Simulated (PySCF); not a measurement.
# Accurate constants of H2, step by step

What constants does extrapolated CCSD(T) give for H2, and what does each step add?

Computed with PySCF 2.14.0. Level: CCSD(T) on RHF, no relativity in the base curves; scalar relativity is added as a correction.

1 further run of the same task is left out (set aside as unsound or not needed).

## Step 1: The job

- molecule: H2
- state: singlet, unpaired electrons none
- smaller basis: H aug-cc-pVTZ
- larger basis: H aug-cc-pVQZ
- frozen core orbitals: 0
- extrapolation: correlation as n⁻³ (n = 3, 4), Hartree–Fock as (n+1)·exp(−9√n)
- corrections: scalar relativity
- distances (Å): 0.6599, 0.6899, 0.7198, 0.7498, 0.7798, 0.8173, 0.8548
- masses (u): 1.0078, 1.0078
- dissociation limit: H + H

Command:

```console
$ OMP_NUM_THREADS=4 python comp.py task.json out
```

## Step 2: The runs

Before running it: what results should come out? Wanted: for each run, Re; ωe; ωexe; αe; De.

The runs gave:

```tsv
level	Re (Å)	ωe (cm⁻¹)	ωexe (cm⁻¹)	αe (cm⁻¹)	De (eV)
CCSD(T)/aug-cc-pVTZ(-PP)	0.7430	4401.1	127	3.12	4.707
CCSD(T)/aug-cc-pVQZ(-PP)	0.7420	4400.0	123	3.03	4.734
HF/CBS	0.7337	4581.5	108	2.70	3.636
MP2/CBS	0.7359	4514.9	113	2.82	4.566
CCSD/CBS	0.7417	4400.6	121	2.99	4.750
CCSD(T)/CBS	0.7417	4400.6	121	2.99	4.750
CCSD(T)/CBS+SR	0.7417	4400.6	121	2.99	4.750
```

**Reading.** The last step gives Re = 0.7417 Å, ωe = 4400.6 cm⁻¹ and De = 4.750 eV; the smaller basis alone is off from it by +1.3 mÅ and -0.04 eV. Near the minimum the mean field binds by 3.63 eV and correlation adds 1.12 eV of binding. T1 is 0.005. Spin–orbit coupling and excitations beyond (T) are left out.
